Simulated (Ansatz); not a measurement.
Geometry optimisation, DFT LDA, scalar-relativistic, plane waves, PAW (Ansatz 0.2.0).

input.yaml

```yaml
crystal:
  lattice:
    - [7.398, 0.0, 0.0]
    - [-3.699, 6.406856, 0.0]
    - [0.0, 0.0, 13.0]
  atoms:
    - { symbol: C, position: [0.0, 0.0, 0.0769231] }
    - { symbol: C, position: [0.2222222, 0.1111111, 0.0769231] }
    - { symbol: C, position: [0.0, 0.3333333, 0.0769231] }
    - { symbol: C, position: [0.2222222, 0.4444444, 0.0769231] }
    - { symbol: C, position: [0.0, 0.6666667, 0.0769231] }
    - { symbol: C, position: [0.2222222, 0.7777778, 0.0769231] }
    - { symbol: C, position: [0.3333333, 0.0, 0.0769231] }
    - { symbol: C, position: [0.5555556, 0.1111111, 0.0769231] }
    - { symbol: C, position: [0.3333333, 0.3333333, 0.0769231] }
    - { symbol: C, position: [0.5555556, 0.4444444, 0.0769231] }
    - { symbol: C, position: [0.3333333, 0.6666667, 0.0769231] }
    - { symbol: C, position: [0.5555556, 0.7777778, 0.0769231] }
    - { symbol: C, position: [0.6666667, 0.0, 0.0769231] }
    - { symbol: C, position: [0.8888889, 0.1111111, 0.0769231] }
    - { symbol: C, position: [0.6666667, 0.3333333, 0.0769231] }
    - { symbol: C, position: [0.8888889, 0.4444444, 0.0769231] }
    - { symbol: C, position: [0.6666667, 0.6666667, 0.0769231] }
    - { symbol: C, position: [0.8888889, 0.7777778, 0.0769231] }
    - { symbol: O, position: [0.7849676, 0.897284, 0.1338462] }
    - { symbol: H, position: [0.925334, 0.9313619, 0.1492308] }
    - { symbol: H, position: [0.7806939, 1.0219026, 0.1492308] }
basis:
  ecutwfc: 420.0
kpoints:
  mp_grid: { grid: [2, 2, 1] }
hamiltonian:
  xc: lda
scf:
  occupations: { method: gaussian, width: 0.05 }
  lower_state_search: "off"
relax:
  f_tol: 0.03
  max_steps: 60
  adjacent_minimum: "off"
output:
  write_density: true
  write_potential: true
  elf: true
  volumetric_format: npy
```

Launched with:

```bash
$ ansatz run input.yaml --threads 1 --pin off --max-ram 3072MiB --backend cpu --events-out ev --progress --plain --runs-dir out
```

Task: Where does it end, and by what steps?

Result: The run converged. The force dipped under the threshold on the way, but the program's further checks kept it going. Limits of this set-up: coarse k mesh, slab without dipole correction, no dispersion correction for a molecule that may bind weakly. After 54 steps the energy has fallen by 24.617 eV; H21 moved furthest, 2.50 Å. The start is strongly strained (largest force component 24 eV/Å), so its close contacts needn't be bonds. Parted: C1–O19, C1–H20, C13–O19, C13–H21, C14–O19, C14–H21.

```json
{"step": "0", "energy less start (eV)": "0.0000", "largest force component (eV/Å)": "24.452", "accepted": "yes"}
{"step": "2", "energy less start (eV)": "-14.7583", "largest force component (eV/Å)": "14.460", "accepted": "yes"}
{"step": "4", "energy less start (eV)": "-20.7373", "largest force component (eV/Å)": "6.733", "accepted": "yes"}
{"step": "6", "energy less start (eV)": "-23.3913", "largest force component (eV/Å)": "2.752", "accepted": "yes"}
{"step": "8", "energy less start (eV)": "-24.3968", "largest force component (eV/Å)": "0.699", "accepted": "yes"}
{"step": "10", "energy less start (eV)": "-24.5856", "largest force component (eV/Å)": "0.244", "accepted": "yes"}
{"step": "12", "energy less start (eV)": "-24.5950", "largest force component (eV/Å)": "0.081", "accepted": "yes"}
{"step": "14", "energy less start (eV)": "-24.5931", "largest force component (eV/Å)": "0.282", "accepted": "no"}
{"step": "16", "energy less start (eV)": "-24.5980", "largest force component (eV/Å)": "0.033", "accepted": "yes"}
{"step": "18", "energy less start (eV)": "-24.5990", "largest force component (eV/Å)": "0.038", "accepted": "yes"}
{"step": "20", "energy less start (eV)": "-24.6004", "largest force component (eV/Å)": "0.236", "accepted": "yes"}
{"step": "22", "energy less start (eV)": "-24.5159", "largest force component (eV/Å)": "1.192", "accepted": "no"}
{"step": "24", "energy less start (eV)": "-24.6059", "largest force component (eV/Å)": "0.098", "accepted": "yes"}
{"step": "26", "energy less start (eV)": "-24.6069", "largest force component (eV/Å)": "0.027", "accepted": "yes"}
{"step": "28", "energy less start (eV)": "-24.6086", "largest force component (eV/Å)": "0.139", "accepted": "yes"}
{"step": "30", "energy less start (eV)": "-24.6023", "largest force component (eV/Å)": "0.294", "accepted": "no"}
{"step": "32", "energy less start (eV)": "-24.6109", "largest force component (eV/Å)": "0.095", "accepted": "yes"}
{"step": "34", "energy less start (eV)": "-24.6105", "largest force component (eV/Å)": "0.167", "accepted": "no"}
{"step": "36", "energy less start (eV)": "-24.6122", "largest force component (eV/Å)": "0.155", "accepted": "yes"}
{"step": "38", "energy less start (eV)": "-24.6132", "largest force component (eV/Å)": "0.029", "accepted": "yes"}
{"step": "40", "energy less start (eV)": "-24.6121", "largest force component (eV/Å)": "0.348", "accepted": "no"}
{"step": "42", "energy less start (eV)": "-24.6136", "largest force component (eV/Å)": "0.215", "accepted": "no"}
{"step": "44", "energy less start (eV)": "-24.6145", "largest force component (eV/Å)": "0.087", "accepted": "yes"}
{"step": "46", "energy less start (eV)": "-24.6155", "largest force component (eV/Å)": "0.087", "accepted": "yes"}
{"step": "48", "energy less start (eV)": "-24.6161", "largest force component (eV/Å)": "0.083", "accepted": "yes"}
{"step": "50", "energy less start (eV)": "-24.6165", "largest force component (eV/Å)": "0.111", "accepted": "yes"}
{"step": "52", "energy less start (eV)": "-24.6169", "largest force component (eV/Å)": "0.053", "accepted": "yes"}
{"step": "54", "energy less start (eV)": "-24.6170", "largest force component (eV/Å)": "0.028", "accepted": "yes"}
```

```xyz
21
Lattice="7.3980 0.0000 0.0000 -3.6990 6.4069 0.0000 0.0000 0.0000 13.0000" Properties=species:S:1:pos:R:3
C -0.042 0.040 0.709
C 1.207 0.761 0.710
C -1.271 2.190 0.708
C -0.042 2.900 0.709
C -2.492 4.314 0.708
C -1.270 5.020 0.708
C 2.429 0.054 0.709
C 3.657 0.764 0.707
C 1.206 2.180 0.709
C 2.428 2.885 0.707
C -0.042 4.311 0.708
C 1.206 5.031 0.704
C 4.904 0.043 0.705
C 6.126 0.750 0.706
C 3.657 2.175 0.708
C 4.905 2.895 0.708
C 2.427 4.325 0.704
C 3.657 5.034 0.706
O 2.634 5.482 3.691
H 3.135 5.734 2.893
H 2.757 6.225 4.303
```

Time of the run: 6.1 min on 1 thread of Arm Neoverse V2 (shared host), peak memory 0.63 GiB.
